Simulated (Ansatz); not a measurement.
# Br: the crystal squeezed far

An exercise on one series of results from a longer session: the logs are not shown, and one member is left open.

Method: DFT LDA, with the methods named in each step, in Ansatz 0.2.0.

## Starting point

It takes space group Fm-3m (No. 225, cubic). The conventional cell has a = 4.762 Å, b = 4.762 Å, c = 4.762 Å, α = 90.00°, β = 90.00°, γ = 90.00°. Br (site symmetry m-3m) has 12 Br at 3.37 Å in its first shell of neighbours.

Coordinates:

```
CELL_PARAMETERS angstrom
0.00000 2.38110 2.38110
2.38110 0.00000 2.38110
2.38110 2.38110 0.00000
ATOMIC_POSITIONS crystal
Br 0.00000 0.00000 0.00000
```

Whether this phase is the stable one at these pressures isn't tested.

The first run:

input.yaml reads:

```yaml
crystal:
  lattice:
    - [0.0, 2.381101578, 2.381101578]
    - [2.381101578, 0.0, 2.381101578]
    - [2.381101578, 2.381101578, 0.0]
  atoms:
    - { symbol: Br, position: [0.0, 0.0, 0.0] }
kpoints:
  mp_grid: { grid: [14, 14, 14] }
scf:
  occupations: { method: fermi_dirac, width: 0.1 }
hamiltonian:
  xc: lda
  pseudopotentials: { kind: paw }
output:
  forces: true
  stress: true
relax:
  f_tol: 0.005
  max_steps: 40
  cell: {}
```

Run with:

```bash
> ansatz run input.yaml --threads 1 --pin off --max-ram 2048MiB --backend cpu --events-out ev --progress --plain --runs-dir out
```

Steps of the session up to this table: Cell relaxed at zero pressure, PAW; Volume scaled by 1, PAW; Volume scaled by 0.88, PAW; Volume scaled by 0.78, PAW; Volume scaled by 0.68, PAW; Volume scaled by 0.58, PAW; Volume scaled by 0.5, PAW; Volume scaled by 0.43, PAW; Volume scaled by 0.43, PAW (core large).

One table of the session follows, with a row left open; its other results are not shown here.

 The rows PAW, 0.43 and PAW (core large), 0.43 agree to the last digit and may rest on the same set-up.

| method | volume over the first | volume (Å³/atom) | pressure (GPa) |
| --- | --- | --- | --- |
| PAW | 1 | ? | ? |
| PAW | 0.88 | 20.195 | 8.31 |
| PAW | 0.78 | 17.900 | 21.68 |
| PAW | 0.68 | 15.605 | 46.54 |
| PAW | 0.58 | 13.310 | 94.94 |
| PAW | 0.5 | 11.474 | 168.99 |
| PAW | 0.43 | 9.868 | 287.35 |
| PAW (core large) | 0.43 | 9.868 | 287.35 |

**Question.** Estimate the row for PAW, 1.

**Answer.** volume (Å³/atom): 22.948; pressure (GPa): -0.01. In the column «volume (Å³/atom)» it is the highest.

Caveats from the session: Warnings in the runs' records: datasets by core.
